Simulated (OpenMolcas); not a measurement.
# Tm³⁺ among point charges: CASSCF and CASPT2 levels and susceptibility

Aim: the splitting of the states of Tm³⁺ in the field of 6 point charges, its lowest levels with spin-orbit coupling and its magnetic susceptibility.

Program: OpenMolcas 26.06. Level of theory: state-averaged CASSCF and CASPT2, spin-orbit coupling by RASSI with atomic mean-field integrals. These are calculated values, not measurements, unless marked.

## (1) What is computed

- Species: Tm³⁺ (thulium, Z = 69, 66 electrons)
- Basis: ANO-RCC-VDZP [7s6p4d2f1g], 68 functions
- Scalar Hamiltonian: DKH2, point nucleus
- Inactive shells: 1s 2s 2p 3s 3p 3d 4s 4p 4d 5s 5p
- Active space: 12 electrons in 7 orbitals (4f)
- Some configurations of this space: 4f¹²
- Orbitals: optimised for the highest spin of each parity, averaged over all roots

The outer shells:

4f12
```
4f [↑↓][↑↓][↑↓][↑↓][↑↓][↑ ][↑ ]
```

The ion sits among 6 point charges of -0.5 e arranged as a trigonal antiprism (D3d), 2.69 Å from the ion, with a polar angle of 52.0° against the regular 54.74°.

Each step is its own input file, run in one work folder so that later steps find the files of earlier ones. Labels, J, g values, rates, χT and fits are worked out afterwards by a script from the matrices that RASSI stores. The input lists half of the charges; inversion (Group=XYZ) makes the rest.

## (2) Basis and integrals

Contents of a.inp:

```
&GATEWAY
Coord
1

Tm 0.0 0.0 0.0
Basis=ANO-RCC-VDZP
Group=XYZ
NoMove
AngMom=0.0 0.0 0.0
AMFI
XField
3 Angstrom 0
0.000000 2.119715 1.656173 -0.500000
1.835727 -1.059858 1.656173 -0.500000
1.835727 1.059858 -1.656173 -0.500000
&SEWARD
```

Started as:

```
$ OMP_NUM_THREADS=1 MOLCAS_MEM=2252 MOLCAS_PROJECT=a pymolcas a.inp > a.log
```

## (3) Reference wave functions, triplets of even parity, 21 roots

Contents of a.inp:

```
&RASSCF
FileOrb=start.orb
Symmetry=1
Spin=3
nActEl=12 0 0
Inactive=15 12
Ras2=0 7
CIRoot=21 21 1
SDav=21
CIMx=300
Iter=120 100
PrWF=0.3
OrbListing=Nothing
MaxOrb=0
>>> COPY $Project.JobIph JOB001
```

start.orb holds the contracted functions of the basis, ordered by shell, or the orbitals of the step before.

## (4) Reference wave functions, singlets of even parity, 28 roots

Contents of a.inp:

```
&RASSCF
FileOrb=start.orb
Symmetry=1
Spin=1
nActEl=12 0 0
Inactive=15 12
Ras2=0 7
CIRoot=28 28 1
SDav=28
CIMx=300
Iter=120 100
PrWF=0.3
OrbListing=Nothing
MaxOrb=0
CIOnly
>>> COPY $Project.JobIph JOB002
```

## (5) State interaction with spin-orbit coupling

Contents of a.inp:

```
&RASSI
NrOfJobIphs=2 21 27
1 2 3 4 5 6 7 8 9 10 11 12 13 14 15 16 17 18 19 20 21
1 2 3 4 5 6 7 8 9 10 11 12 13 14 15 16 17 18 19 20 21 22 23 24 25 26 27
IphNames
JOB001
JOB002
EJob
SpinOrbit
DIPRint=1.0
SOCoupling=1000.0
Subsets=2
Property=9
'ANGMOM' 1 'ANGMOM' 2 'ANGMOM' 3 'MLTPL  1' 1 'MLTPL  1' 2 'MLTPL  1' 3
'AMFI' 1 'AMFI' 2 'AMFI' 3
SOProperty=3
'ANGMOM' 1 'ANGMOM' 2 'ANGMOM' 3
```

## (6) CASPT2: IPEA 0.25, imaginary shift 0.1 (closed shells correlated: 5s 5p)

Contents of a.inp:

```
>>> COPY JOB001 $Project.JobIph
&CASPT2
Multistate=21 1 2 3 4 5 6 7 8 9 10 11 12 13 14 15 16 17 18 19 20 21
NoMult
Frozen=14 9
IPEA=0.25
Imaginary=0.1
MaxIter=60
WThr=0.0 0.3 0.05
PrWF=0.5
NoMix
>>> COPY JOB002 $Project.JobIph
&CASPT2
Multistate=27 1 2 3 4 5 6 7 8 9 10 11 12 13 14 15 16 17 18 19 20 21 22
23 24 25 26 27
NoMult
Frozen=14 9
IPEA=0.25
Imaginary=0.1
MaxIter=60
WThr=0.0 0.3 0.05
PrWF=0.5
NoMix
```

(Steps that only read results are left out.)

**Question.** What will these runs give? Wanted: spin-free ground state; first state of the same spin within the active space; lowest level; next level.

The runs gave:

```
                                            quantity                                                                        value
                                              method  SS-CASPT2, IPEA 0.25, imaginary shift 0.1 (closed shells correlated: 5s 5p)
                              spin-free ground state                                               3E, 2-fold in its orbital part
first state of the same spin within the active space                                                             3A2 at 44.6 cm⁻¹
                                        lowest level                                                                    1-fold A1
                                          next level                                                                    11.0 cm⁻¹
                                         χT at 300 K                                                               7.13 cm³ K/mol
                           effective moment at 300 K                                                                      7.55 μB
```

Cost by method:

| method | time of its own steps | time with the reference |
| --- | --- | --- |
| A. CASSCF | 7.5 s | 7.5 s |
| B. SS-CASPT2, IPEA 0.25, imaginary shift 0.1, +5s 5p | 7.3 s | 15 s |

Times are of one thread on a shared host.

What this shows: The spin-free ground state (3E) comes to 100 % from free-ion H terms and keeps the highest spin of the shell. The singlets rest on orbitals optimised for another spin in at least one step, which raises them against the optimised states. Not all states of the active space went into the spin-orbit step. CASPT2 does not keep the components of a term degenerate, and the means are used. This is an electrostatic model: the charges have no orbitals.
